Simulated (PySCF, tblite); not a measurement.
# B3H5O2: geometry, infrared bands, NMR shifts and spin-spin couplings

Wanted: the infrared bands, NMR shifts and spin-spin couplings of B3H5O2 (`BOBOB`), by calculation.

The runs use tblite 0.8.0 and PySCF 2.14.0, with density-fitted response routines of our own; the level of theory stands in each step. All values are computed, except where a source is named. Atoms count from 0, in the outputs and in this text.

## (1) The starting structure

10 atoms, charge 0, multiplicity 1; geometry from: force field or distance geometry start.

Bonds of the start (Å): B0–O1 1.48, O1–B2 1.45, B2–O3 1.47, O3–B4 1.48, B0–H5 1.18, B0–H6 1.18, B2–H7 1.19, B4–H8 1.19, B4–H9 1.19.

## (2) Geometry optimisation with GFN2-xTB

The job: settings as JSON, then the geometry in Å.

```
{"job": {"kind": "relax", "xc": "GFN2-xTB", "basis": "xTB"}, "charge": 0, "multiplicity": 1}
B      1.962300    -0.144500    -0.113800
O      0.651300    -0.140500    -0.809000
B     -0.157000     0.987700    -0.400600
O     -1.613000     0.785600    -0.430200
B     -1.871700    -0.590700     0.053700
H      2.019500     0.213300     1.012500
H      2.739200    -0.928800    -0.538800
H      0.255800     1.902800     0.244800
H     -1.008100    -1.284500     0.489100
H     -2.969600    -0.795700     0.469600
```

On the command line:

```console
OMP_NUM_THREADS=1 python probes_run.py task.json out
```

One launch serves the whole session: the jobs run in the order shown.

**Question.** This job is followed by: GFN2-xTB harmonic vibrations, gas phase; GIAO PBE0/pcSseg-1 NMR shielding, non-relativistic, gas phase; B3LYP/pcJ-1 indirect spin-spin coupling, non-relativistic, gas phase. Predict these results of the whole session: strongest single infrared mode (GFN2-xTB); zero-point energy (GFN2-xTB); ¹H shifts against TMS (PBE0/pcSseg-1, means over atoms taken as alike); ¹¹B shifts against BF3·OEt2 (PBE0/pcSseg-1, means over atoms taken as alike); ¹⁷O shifts against H2O (PBE0/pcSseg-1, means over atoms taken as alike); largest coupling of the table (B3LYP/pcJ-1).

**Answer**, as computed:

| quantity | value |
| --- | --- |
| strongest single infrared mode (GFN2-xTB) | 1564 cm⁻¹, 1207 km/mol |
| zero-point energy (GFN2-xTB) | 39.1 kcal/mol |
| ¹H shifts against TMS (PBE0/pcSseg-1, means over atoms taken as alike) | 5.49, 4.88 ppm |
| ¹¹B shifts against BF3·OEt2 (PBE0/pcSseg-1, means over atoms taken as alike) | 41.4, 16.2 ppm |
| ¹⁷O shifts against H2O (PBE0/pcSseg-1, means over atoms taken as alike) | 277.1 ppm |
| largest coupling of the table (B3LYP/pcJ-1) | ¹J(B,H) B2–H7, 176.5 Hz |

In words: The optimisation took 108 steps and gained 2.268 eV; among the close pairs (by a distance rule), B0–O1 changed most, from 1.484 to 1.300 Å. No mode is imaginary among the 24: a minimum at this level. The strongest single mode, at 1564 cm⁻¹, is spread over several atoms, O3, O1, B2, B4 among them. Unscaled tight-binding wavenumbers are off by several per cent, some by more. Its intensities can rank the bands wrongly. At PBE0/pcSseg-1: The largest span, 245 ppm, is at O1, O3, where the paramagnetic term is -331 ppm. Of the pairs tabulated at B3LYP/pcJ-1, B2–H7 couples most strongly (176.5 Hz; Fermi contact 176.0 Hz). Couplings across rotatable bonds belong to this one conformer; where others are populated, the observed values are averages.
